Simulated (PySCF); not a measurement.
A run of PySCF 2.14.0 is set up as follows.

File run.py:

```python
import json
import numpy as np
from pyscf.pbc import gto, scf, dft, df

cell = gto.Cell()
cell.basis = '6-31g*'
cell.fromfile('BHSeF2.xyz')
cell.exp_to_discard = 0
cell.precision = 1e-08
cell.max_memory = 2520  # MB
cell.verbose = 4
cell.build()

res = {}
kpts = cell.make_kpts([1, 1, 1])
mf = dft.KRKS(cell, kpts, xc='pbe')
mf = mf.density_fit()
mf.with_df._cderi_to_save = 'cderi.h5'
mf.with_df.build(j_only=False)
mf.conv_tol = 1e-07
mf.max_cycle = 60

mf.kernel()
res.update(converged=bool(mf.converged), e_tot=mf.e_tot, nelec=cell.nelectron, nao=cell.nao, mesh=list(map(int, cell.mesh)), a=cell.lattice_vectors().tolist(), coords=cell.atom_coords().tolist(),
           mo_energy=[np.real(x).tolist() for x in mf.mo_energy], mo_occ=[np.real(x).tolist() for x in mf.mo_occ])
res.update(kpts=cell.get_scaled_kpts(kpts).tolist())
res['parts'] = {k: float(np.real(v)) for k, v in mf.scf_summary.items() if np.isscalar(v)}
json.dump(res, open('results.json', 'w'))
if not mf.converged:
    raise SystemExit('SCF not converged')

print('levels (eV)')
for i, kp in enumerate(res['kpts'][:40]):
    print('k %7.4f %7.4f %7.4f  ' % tuple(kp), ' '.join('%.3f' % (x * 27.211386) for x in res['mo_energy'][i][:34]))

# Mulliken populations
dm, s = np.asarray(mf.make_rdm1()), np.asarray(mf.get_ovlp())
sites = cell.aoslice_by_atom()[:, 2:]
tot = np.einsum('kij,kji->i', dm, s).real / len(kpts)
res['mulliken'] = [cell.atom_charge(i) - tot[a0:a1].sum() for i, (a0, a1) in enumerate(sites)]
print('Mulliken charges', np.round(res['mulliken'], 5))
res['meta_lowdin'] = mf.mulliken_meta()[1].tolist()

# density on a uniform mesh
grids = dft.gen_grid.UniformGrids(cell)
grids.mesh = [61, 67, 57]
grids.build()
ni = dft.numint.KNumInt()
rho = [ni.get_rho(cell, x, grids, kpts) for x in [dm]]
np.save('rho.npy', np.reshape(rho, (-1, *grids.mesh)))
res['done'] = True
json.dump(res, open('results.json', 'w'))
```

BHSeF2.xyz

```xyz
5
Lattice="12.0000000000 0.0000000000 0.0000000000 0.0000000000 13.0000000000 0.0000000000 0.0000000000 0.0000000000 11.0000000000" Properties=species:S:1:pos:R:3 pbc="T T T"
F      7.0782000000      4.9682999600      6.2054999600
B      6.2121999600      5.9032000300      5.8729999900
F      4.9478000400      5.7292999400      6.1960000300
Se     6.8426000400      7.4781999500      4.9301000100
H      5.5035000000      8.0737000500      4.8624999500
```

Potentials or basis: 6-31g* (all-electron).

Command:

```bash
$ OMP_NUM_THREADS=2 python -u run.py > log
```

(1) Predict the meta-löwdin charges.

(2) What does it give for the gap between the frontier levels?

Results:

(1) F -0.22; B +0.39; Se -0.03; H +0.08 e.

(2) 5.86 eV.

Caveat: this is a molecule in a periodic box at the Γ point, so its band gap is the HOMO-LUMO gap; relativity is left out, which matters for the heavier elements; the basis of atomic orbitals isn't converged, which shifts pressures, moduli and gaps.
